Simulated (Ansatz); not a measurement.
**MoSe (zincblende): the equilibrium volume**

At what volume is MoSe (zincblende) free of pressure? The start comes from a prototype table, not from a measured structure.

Computed with Ansatz 0.2.0 (DFT r²SCAN, scalar-relativistic, plane waves, PAW (the target; the first runs use scalar-relativistic PBE), unless a step's input says otherwise).

1 further run of the same task is left out (it didn't finish). Runs told in other sessions of the task aren't counted.

## Step 1: The starting structure

It takes space group F-43m (No. 216, cubic). The conventional cell has a = 5.796 Å, b = 5.796 Å, c = 5.796 Å, α = 90.00°, β = 90.00°, γ = 90.00°. Around Mo (site symmetry -43m) lie 4 Se at 2.51 Å. Around Se (site symmetry -43m) lie 4 Mo at 2.51 Å.

Structure file:

```cif
data_structure
_symmetry_space_group_name_H-M 'F-43m'
_symmetry_Int_Tables_number 216
_cell_length_a 5.7961
_cell_length_b 5.7961
_cell_length_c 5.7961
_cell_angle_alpha 90.000
_cell_angle_beta 90.000
_cell_angle_gamma 90.000
_cell_volume 194.72
loop_
_atom_site_label
_atom_site_type_symbol
_atom_site_symmetry_multiplicity
_atom_site_Wyckoff_symbol
_atom_site_fract_x
_atom_site_fract_y
_atom_site_fract_z
_atom_site_occupancy
Mo1 Mo 4 a 0.00000 0.00000 0.00000 1
Se1 Se 4 d 0.25000 0.25000 0.75000 1
```

The moments start at Mo 3.00 μB.

## Step 2: The first run (PBE, 6×6×6 mesh)

Input file input.yaml:

```yaml
crystal:
  lattice:
    - [0.0, 2.8980674112, 2.8980674112]
    - [2.8980674112, 0.0, 2.8980674112]
    - [2.8980674112, 2.8980674112, 0.0]
  atoms:
    - { symbol: Mo, position: [0.0, 0.0, 0.0], spin: 3.0 }
    - { symbol: Se, position: [0.25, 0.25, 0.25] }
basis:
  ecutwfc: 420
  ecutrho_ratio: 4
kpoints:
  mp_grid: { grid: [6, 6, 6] }
hamiltonian:
  xc: pbe
scf:
  occupations: { method: gaussian, width: 0.05 }
output:
  forces: true
  stress: true
  eigenvalues: true
  populations: true
magnetization:
  spin_polarized: true
```

Launch:

```
$ ansatz run input.yaml --threads 2 --pin off --max-ram 2662MiB --backend cpu --events-out ev --progress --plain --runs-dir out
```

Standard output, shortened:

```text
Warning: RAYON_NUM_THREADS=2 ignored (pool sized by the plan → 2); use --threads N
[...]
Pseudopotentials: kind: paw
Pseudopotential: Mo, paw, valence charge 14, recommended cutoff 420 eV (normal), Mo.paw.azcp
Pseudopotential: Se, paw, valence charge 16, recommended cutoff 420 eV (normal), Se.paw.azcp
Functional definition: PBE
[...]
Crystal: 2 atoms, lattice volume = 48.681 Å³
Basis set: ecut = 420 eV, 941 PW (Γ), exchange–correlation on 60×60×60 points (8 copies of the dense FFT grid, shifted against one another)
Bands: 21, of which v1, the nominal top of the filled ones, is band 15 counted from 1 (14 counted from 0)
Symmetry: 24 space group operations
Space group: F-43m (ITA 216), of the structure as read, at distance tolerance 3.7e-5 Å
Magnetic group: BNS 216.74 (UNI 1576), of the structure as read, at distance tolerance 3.7e-5 Å
k-points: 16 of 216 (time reversal used)
[...]
Starting moments: Σ|m| = 3 μB on 1 of 2 sites
[...]
SCF iter   1: F=—  HF=-10424.727993 eV  |F-HF|=—  |Δ(HF+E_count)|=         —  Δρ=5.46e-2 (↑5.46e-2 ↓2.55e-2)  dr2=1.51e0  dr2_m=5.53e-1  M=1.399 μB ∫|m|=1.500 μB  β_m=0.30  ethr=3.10e-3  ⟨swp⟩=6.0  Hψ=3072  notcnv=0
[...]
spin=Collinear: Kerker preconditioning applied to the charge; magnetization (m = ρ↑ − ρ↓) channel mixes plain (no charge-response kernel on spin).
[...]
SCF iter  10: F=-10424.101964 eV  HF=-10424.101964 eV  |F-HF|=4.37e-9  |Δ(HF+E_count)|=   6.77e-8  Δρ=1.73e-6 (↑1.73e-6 ↓1.73e-6)  dr2=9.61e-9  dr2_m=3.76e-11  M=1.398 μB ∫|m|=1.472 μB  ethr=2.03e-10  ⟨swp⟩=7.0  Hψ=2935  notcnv=0
[...]
SCF converged after 10 iterations
Magnetization: 1.3981 μB (15.6991 up, 14.3009 down)
Absolute magnetization: 1.4698 μB (∫|ρ↑−ρ↓|, with the PAW one-centre terms)
Spin contamination: 0.0139 ħ² per cell (⟨S²⟩ above its minimum at these occupations)
Per-site moments (μB) at R_I (Å): [(0.9942914474502312, 1.0352924999913387), (-0.016223309086835794, 1.0352924999913387)]
Free energy (F): -10424.101964 eV
[...]
E sigma→0 (E₀):  -10424.099909 eV
Entropy (-TS):   -0.004110 eV (-2.055 meV/atom)
Fermi energy:    10.745441 eV
[...]
--- Forces (eV/Å), atoms counted from 1 ---
  atom   1  Mo     0.00000000    -0.00000000    -0.00000000
  atom   2  Se    -0.00000000     0.00000000    -0.00000000
[...]
--- Stress (GPa, compression-positive) ---
       -5.057367       0.000000       0.000000
       -0.000000      -5.057367      -0.000000
        0.000000      -0.000000      -5.057367
  P = ⅓ Tr σ = -5.0574 GPa (-50.574 kbar)
--- Band table (eV; the first three rows and the last of 32) ---
  k-point 0 ↑: bands = ["-50.6033", "-37.8991", "-37.8991", "-37.8991", "-37.8892", "-37.8892", "-24.7605", "-24.7605", "-24.7605", "-3.7591", "5.9522", "5.9522", "5.9522", "9.6230", "9.6230", "11.6455", "14.3334", "14.3334", "14.3334", "17.7829", "17.7829"]
[...]
--- Löwdin populations: 2 sites ---
  site symbol       q [e]    m [muB]
     0     Mo     13.8345     1.4132
     1     Se     16.0125    -0.0438
  spilling = 0.005097 (of n_electrons = 30.000000)
```

It took 2.3 s on 2 threads of Arm Neoverse V2, shared host; peak memory 0.33 GiB.

This gives: volume 24.340 Å³/atom, pressure -5.06 GPa, a metal on this mesh, spin moments in the atoms' spheres Mo 0.99 μB.

## Step 3: Volume 23.520 Å³/atom (PBE, 6×6×6 mesh)

Input file input.yaml:

```yaml
crystal:
  lattice:
    - [0.0, 2.8651241527, 2.8651241527]
    - [2.8651241527, 0.0, 2.8651241527]
    - [2.8651241527, 2.8651241527, 0.0]
  atoms:
    - { symbol: Mo, position: [0.0, 0.0, 0.0], spin: 1.09 }
    - { symbol: Se, position: [0.25, 0.25, 0.25] }
basis:
  ecutwfc: 420
  ecutrho_ratio: 4
kpoints:
  mp_grid: { grid: [6, 6, 6] }
hamiltonian:
  xc: pbe
scf:
  occupations: { method: gaussian, width: 0.05 }
output:
  forces: true
  stress: true
  eigenvalues: true
  populations: true
magnetization:
  spin_polarized: true
```

Launch:

```
$ ansatz run input.yaml --threads 2 --pin off --max-ram 2662MiB --backend cpu --events-out ev --progress --plain --runs-dir out
```

Standard output, shortened:

```text
Warning: RAYON_NUM_THREADS=2 ignored (pool sized by the plan → 2); use --threads N
[...]
[... 4 set-up lines as earlier in the session ...]
[...]
Crystal: 2 atoms, lattice volume = 47.039 Å³
Basis set: ecut = 420 eV, 941 PW (Γ), exchange–correlation on 60×60×60 points (8 copies of the dense FFT grid, shifted against one another)
Bands: 20, of which v1, the nominal top of the filled ones, is band 15 counted from 1 (14 counted from 0)
[... 1 set-up line as earlier in the session ...]
Space group: F-43m (ITA 216), of the structure as read, at distance tolerance 3.6e-5 Å
Magnetic group: BNS 216.74 (UNI 1576), of the structure as read, at distance tolerance 3.6e-5 Å
k-points: 16 of 216 (time reversal used)
[...]
Free energy (F): -10424.139397 eV
[...]
E sigma→0 (E₀):  -10424.137396 eV
Entropy (-TS):   -0.004003 eV (-2.002 meV/atom)
Fermi energy:    11.231075 eV
[...]
--- Forces (eV/Å), atoms counted from 1 ---
  atom   1  Mo     0.00000000    -0.00000000    -0.00000000
  atom   2  Se    -0.00000000     0.00000000     0.00000000
[...]
--- Stress (GPa, compression-positive) ---
       -2.148670       0.000000       0.000000
        0.000000      -2.148670      -0.000000
        0.000000      -0.000000      -2.148670
  P = ⅓ Tr σ = -2.1487 GPa (-21.487 kbar)
--- Band table (eV; the first three rows and the last of 32) ---
  k-point 0 ↑: bands = ["-50.0544", "-37.4188", "-37.4188", "-37.4188", "-37.4075", "-37.4075", "-24.2213", "-24.2213", "-24.2213", "-3.3911", "6.3302", "6.3302", "6.3302", "10.1181", "10.1181", "12.2459", "15.0369", "15.0369", "15.0369", "18.4507"]
[...]
--- Löwdin populations: 2 sites ---
  site symbol       q [e]    m [muB]
     0     Mo     13.8629     1.3999
     1     Se     15.9817    -0.0351
  spilling = 0.005180 (of n_electrons = 30.000000)
```

Wall time 2.1 s (2 threads of Arm Neoverse V2, shared host); peak memory 0.33 GiB.

Result: volume 23.520 Å³/atom, pressure -2.15 GPa, metallic, spin moments in the atoms' spheres Mo 0.97 μB.

## Step 4: Volume 23.001 Å³/atom (PBE, 6×6×6 mesh)

Input file input.yaml:

```yaml
crystal:
  lattice:
    - [0.0, 2.8438885532, 2.8438885532]
    - [2.8438885532, 0.0, 2.8438885532]
    - [2.8438885532, 2.8438885532, 0.0]
  atoms:
    - { symbol: Mo, position: [0.0, 0.0, 0.0], spin: 1.07 }
    - { symbol: Se, position: [0.25, 0.25, 0.25] }
basis:
  ecutwfc: 420
  ecutrho_ratio: 4
kpoints:
  mp_grid: { grid: [6, 6, 6] }
hamiltonian:
  xc: pbe
scf:
  occupations: { method: gaussian, width: 0.05 }
output:
  forces: true
  stress: true
  eigenvalues: true
  populations: true
magnetization:
  spin_polarized: true
```

Launch:

```
$ ansatz run input.yaml --threads 2 --pin off --max-ram 2662MiB --backend cpu --events-out ev --progress --plain --runs-dir out
```

Standard output, shortened:

```text
Warning: RAYON_NUM_THREADS=2 ignored (pool sized by the plan → 2); use --threads N
[...]
[... 4 set-up lines as earlier in the session ...]
[...]
Crystal: 2 atoms, lattice volume = 46.001 Å³
Basis set: ecut = 420 eV, 893 PW (Γ), exchange–correlation on 54×54×54 points (8 copies of the dense FFT grid, shifted against one another)
Bands: 20, of which v1, the nominal top of the filled ones, is band 15 counted from 1 (14 counted from 0)
[... 2 set-up lines as earlier in the session ...]
Magnetic group: BNS 216.74 (UNI 1576), of the structure as read, at distance tolerance 3.6e-5 Å
k-points: 16 of 216 (time reversal used)
[...]
Free energy (F): -10424.146181 eV
[...]
E sigma→0 (E₀):  -10424.144094 eV
Entropy (-TS):   -0.004174 eV (-2.087 meV/atom)
Fermi energy:    11.548652 eV
[...]
--- Forces (eV/Å), atoms counted from 1 ---
  atom   1  Mo     0.00000000    -0.00000000    -0.00000000
  atom   2  Se    -0.00000000     0.00000000     0.00000000
[...]
--- Stress (GPa, compression-positive) ---
       -0.786228       0.000000       0.000000
        0.000000      -0.786228      -0.000000
        0.000000      -0.000000      -0.786228
  P = ⅓ Tr σ = -0.7862 GPa (-7.862 kbar)
--- Band table (eV; the first three rows and the last of 32) ---
  k-point 0 ↑: bands = ["-49.5677", "-37.1140", "-37.1140", "-37.1140", "-37.1022", "-37.1022", "-23.7349", "-23.7349", "-23.7349", "-3.1351", "6.6340", "6.6340", "6.6340", "10.5745", "10.5745", "12.6990", "15.5717", "15.5717", "15.5717", "18.9580"]
[...]
--- Löwdin populations: 2 sites ---
  site symbol       q [e]    m [muB]
     0     Mo     13.9133     1.0640
     1     Se     15.9369    -0.0464
  spilling = 0.004991 (of n_electrons = 30.000000)
```

Run time: 2.1 s. Hardware: 2 threads of Arm Neoverse V2, shared host; peak memory 0.33 GiB.

Read off: volume 23.001 Å³/atom, pressure -0.79 GPa, metallic, spin moments in the atoms' spheres Mo 0.74 μB.

## Step 5: Next volume: 22.728 Å³/atom (PBE, 6×6×6 mesh)

Input file input.yaml:

```yaml
crystal:
  lattice:
    - [0.0, 2.8326040558, 2.8326040558]
    - [2.8326040558, 0.0, 2.8326040558]
    - [2.8326040558, 2.8326040558, 0.0]
  atoms:
    - { symbol: Mo, position: [0.0, 0.0, 0.0], spin: 0.81 }
    - { symbol: Se, position: [0.25, 0.25, 0.25] }
basis:
  ecutwfc: 420
  ecutrho_ratio: 4
kpoints:
  mp_grid: { grid: [6, 6, 6] }
hamiltonian:
  xc: pbe
scf:
  occupations: { method: gaussian, width: 0.05 }
output:
  forces: true
  stress: true
  eigenvalues: true
  populations: true
magnetization:
  spin_polarized: true
```

Launch:

```
$ ansatz run input.yaml --threads 2 --pin off --max-ram 2662MiB --backend cpu --events-out ev --progress --plain --runs-dir out
```

Standard output, shortened:

```text
Warning: RAYON_NUM_THREADS=2 ignored (pool sized by the plan → 2); use --threads N
[...]
[... 4 set-up lines as earlier in the session ...]
[...]
Crystal: 2 atoms, lattice volume = 45.456 Å³
Basis set: ecut = 420 eV, 893 PW (Γ), exchange–correlation on 54×54×54 points (8 copies of the dense FFT grid, shifted against one another)
Bands: 20, of which v1, the nominal top of the filled ones, is band 15 counted from 1 (14 counted from 0)
[... 2 set-up lines as earlier in the session ...]
Magnetic group: BNS 216.74 (UNI 1576), of the structure as read, at distance tolerance 3.6e-5 Å
k-points: 16 of 216 (time reversal used)
[...]
Free energy (F): -10424.146949 eV
[...]
E sigma→0 (E₀):  -10424.145192 eV
Entropy (-TS):   -0.003514 eV (-1.757 meV/atom)
Fermi energy:    11.743415 eV
[...]
--- Forces (eV/Å), atoms counted from 1 ---
  atom   1  Mo     0.00000000    -0.00000000    -0.00000000
  atom   2  Se    -0.00000000     0.00000000    -0.00000000
[...]
--- Stress (GPa, compression-positive) ---
        0.345355       0.000000       0.000000
        0.000000       0.345355      -0.000000
        0.000000      -0.000000       0.345355
  P = ⅓ Tr σ = 0.3454 GPa (3.454 kbar)
--- Band table (eV; the first three rows and the last of 32) ---
  k-point 0 ↑: bands = ["-49.3509", "-36.9414", "-36.9414", "-36.9414", "-36.9292", "-36.9292", "-23.5211", "-23.5211", "-23.5211", "-2.9988", "6.7799", "6.7799", "6.7799", "10.7715", "10.7715", "12.9243", "15.8346", "15.8346", "15.8346", "19.2125"]
[...]
--- Löwdin populations: 2 sites ---
  site symbol       q [e]    m [muB]
     0     Mo     13.9284     1.0122
     1     Se     15.9223    -0.0469
  spilling = 0.004977 (of n_electrons = 30.000000)
```

Run time: 2 s. Hardware: 2 threads of Arm Neoverse V2, shared host; peak memory 0.32 GiB.

This gives: volume 22.728 Å³/atom, pressure 0.35 GPa, a metal on this mesh, spin moments in the atoms' spheres Mo 0.70 μB.

## Step 6: First run at r²SCAN

input.yaml: that of step 5 with these lines changed.

```diff
@@ -6,11 +6,11 @@
   atoms:
-    - { symbol: Mo, position: [0.0, 0.0, 0.0], spin: 0.81 }
+    - { symbol: Mo, position: [0.0, 0.0, 0.0], spin: 3.0 }
     - { symbol: Se, position: [0.25, 0.25, 0.25] }
 basis:
-  ecutwfc: 420
+  ecutwfc: 500
   ecutrho_ratio: 4
 kpoints:
-  mp_grid: { grid: [6, 6, 6] }
+  mp_grid: { grid: [10, 10, 10] }
 hamiltonian:
-  xc: pbe
+  xc: r2scan
 scf:
```

Launch:

```
$ ansatz run input.yaml --threads 2 --pin off --max-ram 2662MiB --backend cpu --events-out ev --progress --plain --runs-dir out
```

Standard output, shortened:

```text
Warning: RAYON_NUM_THREADS=2 ignored (pool sized by the plan → 2); use --threads N
[...]
[... 1 set-up line as earlier in the session ...]
Pseudopotential: Mo, paw, valence charge 14, recommended cutoff 500 eV (meta_gga), Mo.paw.azcp
Pseudopotential: Se, paw, valence charge 16, recommended cutoff 500 eV (meta_gga), Se.paw.azcp
Functional definition: r2SCAN
[...]
Crystal: 2 atoms, lattice volume = 45.456 Å³
Basis set: ecut = 500 eV, 1139 PW (Γ), exchange–correlation on 120×120×120 points (64 copies of the dense FFT grid, shifted against one another)
Bands: 21, of which v1, the nominal top of the filled ones, is band 15 counted from 1 (14 counted from 0)
[... 2 set-up lines as earlier in the session ...]
Magnetic group: BNS 216.74 (UNI 1576), of the structure as read, at distance tolerance 3.6e-5 Å
k-points: 47 of 1000 (time reversal used)
[...]
Absolute magnetization: 1.3798 μB (∫|ρ↑−ρ↓|, with the PAW one-centre terms)
Spin contamination: 0.0346 ħ² per cell (⟨S²⟩ above its minimum at these occupations)
Per-site moments (μB) at R_I (Å): [(0.9298935135102155, 1.011906666864074), (-0.018331741513216024, 1.011906666864074)]
Free energy (F): -10445.002022 eV
[...]
E sigma→0 (E₀):  -10445.000707 eV
Entropy (-TS):   -0.002631 eV (-1.315 meV/atom)
Fermi energy:    11.924033 eV
[...]
--- Forces (eV/Å), atoms counted from 1 ---
  atom   1  Mo     0.00000000     0.00000000     0.00000000
  atom   2  Se    -0.00000000     0.00000000     0.00000000
[...]
--- Stress (GPa, compression-positive) ---
       -0.130180      -0.000000       0.000000
        0.000000      -0.130180      -0.000000
        0.000000      -0.000000      -0.130180
  P = ⅓ Tr σ = -0.1302 GPa (-1.302 kbar)
--- Band table (eV; the first three rows and the last of 94) ---
[... band rows left out ...]
[...]
--- Löwdin populations: 2 sites ---
  site symbol       q [e]    m [muB]
     0     Mo     13.8493     1.3197
     1     Se     15.9937    -0.0575
  spilling = 0.005233 (of n_electrons = 30.000000)
```

It took 20 s on 2 threads of Arm Neoverse V2, shared host; peak memory 0.53 GiB.

In short: volume 22.728 Å³/atom, pressure -0.13 GPa, no gap, spin moments in the atoms' spheres Mo 0.93 μB.

## Step 7: Stepping to 22.637 Å³/atom

Input file input.yaml:

```yaml
crystal:
  lattice:
    - [0.0, 2.8288222034, 2.8288222034]
    - [2.8288222034, 0.0, 2.8288222034]
    - [2.8288222034, 2.8288222034, 0.0]
  atoms:
    - { symbol: Mo, position: [0.0, 0.0, 0.0], spin: 1.02 }
    - { symbol: Se, position: [0.25, 0.25, 0.25] }
basis:
  ecutwfc: 500
  ecutrho_ratio: 4
kpoints:
  mp_grid: { grid: [10, 10, 10] }
hamiltonian:
  xc: r2scan
scf:
  occupations: { method: gaussian, width: 0.05 }
output:
  forces: true
  stress: true
  eigenvalues: true
  populations: true
magnetization:
  spin_polarized: true
```

Launch:

```
$ ansatz run input.yaml --threads 2 --pin off --max-ram 2662MiB --backend cpu --events-out ev --progress --plain --runs-dir out
```

Standard output, shortened:

```text
Warning: RAYON_NUM_THREADS=2 ignored (pool sized by the plan → 2); use --threads N
[...]
[... 4 set-up lines as earlier in the session ...]
[...]
Crystal: 2 atoms, lattice volume = 45.274 Å³
Basis set: ecut = 500 eV, 1139 PW (Γ), exchange–correlation on 120×120×120 points (64 copies of the dense FFT grid, shifted against one another)
Bands: 20, of which v1, the nominal top of the filled ones, is band 15 counted from 1 (14 counted from 0)
[... 2 set-up lines as earlier in the session ...]
Magnetic group: BNS 216.74 (UNI 1576), of the structure as read, at distance tolerance 3.6e-5 Å
k-points: 47 of 1000 (time reversal used)
[...]
Free energy (F): -10445.001917 eV
[...]
E sigma→0 (E₀):  -10445.000611 eV
Entropy (-TS):   -0.002612 eV (-1.306 meV/atom)
Fermi energy:    11.983615 eV
[...]
--- Forces (eV/Å), atoms counted from 1 ---
  atom   1  Mo     0.00000000    -0.00000000    -0.00000000
  atom   2  Se    -0.00000000     0.00000000     0.00000000
[...]
--- Stress (GPa, compression-positive) ---
        0.298740      -0.000000       0.000000
        0.000000       0.298740      -0.000000
        0.000000      -0.000000       0.298740
  P = ⅓ Tr σ = 0.2987 GPa (2.987 kbar)
--- Band table (eV; the first three rows and the last of 94) ---
  k-point 0 ↑: bands = ["-51.4822", "-37.8630", "-37.8630", "-37.8630", "-37.8486", "-37.8486", "-24.9601", "-24.9601", "-24.9601", "-3.6396", "6.4585", "6.4585", "6.4585", "10.2777", "10.2777", "13.2673", "16.0540", "16.0540", "16.0540", "19.5788"]
[...]
--- Löwdin populations: 2 sites ---
  site symbol       q [e]    m [muB]
     0     Mo     13.8532     1.3174
     1     Se     15.9896    -0.0568
  spilling = 0.005239 (of n_electrons = 30.000000)
```

Wall time 14 s (2 threads of Arm Neoverse V2, shared host); peak memory 0.52 GiB.

Result: volume 22.637 Å³/atom, pressure 0.30 GPa, metallic, spin moments in the atoms' spheres Mo 0.93 μB.

## Step 8: Volume 22.700 Å³/atom

input.yaml: that of step 7 with these lines changed.

```diff
@@ -2,5 +2,5 @@
   lattice:
-    - [0.0, 2.8288222034, 2.8288222034]
-    - [2.8288222034, 0.0, 2.8288222034]
-    - [2.8288222034, 2.8288222034, 0.0]
+    - [0.0, 2.8314484773, 2.8314484773]
+    - [2.8314484773, 0.0, 2.8314484773]
+    - [2.8314484773, 2.8314484773, 0.0]
   atoms:
```

Launch:

```
$ ansatz run input.yaml --threads 2 --pin off --max-ram 2662MiB --backend cpu --events-out ev --progress --plain --runs-dir out
```

Standard output, shortened:

```text
Warning: RAYON_NUM_THREADS=2 ignored (pool sized by the plan → 2); use --threads N
[...]
[... 4 set-up lines as earlier in the session ...]
[...]
Crystal: 2 atoms, lattice volume = 45.400 Å³
Basis set: ecut = 500 eV, 1139 PW (Γ), exchange–correlation on 120×120×120 points (64 copies of the dense FFT grid, shifted against one another)
Bands: 20, of which v1, the nominal top of the filled ones, is band 15 counted from 1 (14 counted from 0)
[... 2 set-up lines as earlier in the session ...]
Magnetic group: BNS 216.74 (UNI 1576), of the structure as read, at distance tolerance 3.6e-5 Å
k-points: 47 of 1000 (time reversal used)
[...]
Free energy (F): -10445.002041 eV
[...]
E sigma→0 (E₀):  -10445.000729 eV
Entropy (-TS):   -0.002625 eV (-1.312 meV/atom)
Fermi energy:    11.942212 eV
[...]
--- Forces (eV/Å), atoms counted from 1 ---
  atom   1  Mo     0.00000000    -0.00000000     0.00000000
  atom   2  Se    -0.00000000     0.00000000    -0.00000000
[...]
--- Stress (GPa, compression-positive) ---
       -0.000268      -0.000000       0.000000
        0.000000      -0.000268      -0.000000
        0.000000      -0.000000      -0.000268
  P = ⅓ Tr σ = -0.0003 GPa (-0.003 kbar)
--- Band table (eV; the first three rows and the last of 94) ---
  k-point 0 ↑: bands = ["-51.5295", "-37.9038", "-37.9038", "-37.9038", "-37.8895", "-37.8895", "-25.0065", "-25.0065", "-25.0065", "-3.6708", "6.4265", "6.4265", "6.4265", "10.2346", "10.2346", "13.2153", "15.9939", "15.9939", "15.9939", "19.5199"]
[...]
--- Löwdin populations: 2 sites ---
  site symbol       q [e]    m [muB]
     0     Mo     13.8505     1.3189
     1     Se     15.9925    -0.0573
  spilling = 0.005235 (of n_electrons = 30.000000)
```

Run time: 14 s. Hardware: 2 threads of Arm Neoverse V2, shared host; peak memory 0.52 GiB.

This gives: volume 22.700 Å³/atom, pressure 0.00 GPa, no gap, spin moments in the atoms' spheres Mo 0.93 μB.

## Step 9: The way to zero pressure

| step | level | mesh | relaxed | volume (Å³/atom) | pressure (GPa) |
| --- | --- | --- | --- | --- | --- |
| 2 | PBE | 6×6×6 | nothing | 24.340 | -5.06 |
| 3 | PBE | 6×6×6 | nothing | 23.520 | -2.15 |
| 4 | PBE | 6×6×6 | nothing | 23.001 | -0.79 |
| 5 | PBE | 6×6×6 | nothing | 22.728 | 0.35 |
| 6 | r²SCAN | 10×10×10 | nothing | 22.728 | -0.13 |
| 7 | r²SCAN | 10×10×10 | nothing | 22.637 | 0.30 |
| 8 | r²SCAN | 10×10×10 | nothing | 22.700 | 0.00 |

The cell before and after:

| cell as typed | before | after | change |
| --- | --- | --- | --- |
| a (Å) | 4.098 | 4.004 | -2.3 % |
| b (Å) | 4.098 | 4.004 | -2.3 % |
| c (Å) | 4.098 | 4.004 | -2.3 % |
| volume (Å³/atom) | 24.340 | 22.700 | -6.7 % |
| shortest distance (Å) | 2.510 | 2.452 | -2.3 % |
| space group | F-43m | F-43m | same |

## Step 10: Summary of results

| quantity | value |
| --- | --- |
| volume | 22.700 Å³/atom |
| pressure | 0.00 GPa |
| conventional cell | a = 5.663 Å, b = 5.663 Å, c = 5.663 Å, α = 90.00°, β = 90.00°, γ = 90.00° |
| gap on the mesh | none (metal) |
| spin moments in spheres | Mo 0.93 μB |

**Reading.** Over the 7 runs shown the cell moved from 24.34 to 22.70 Å³/atom, a change of -6.7 %, where the pressure is zero within 0.01 GPa.
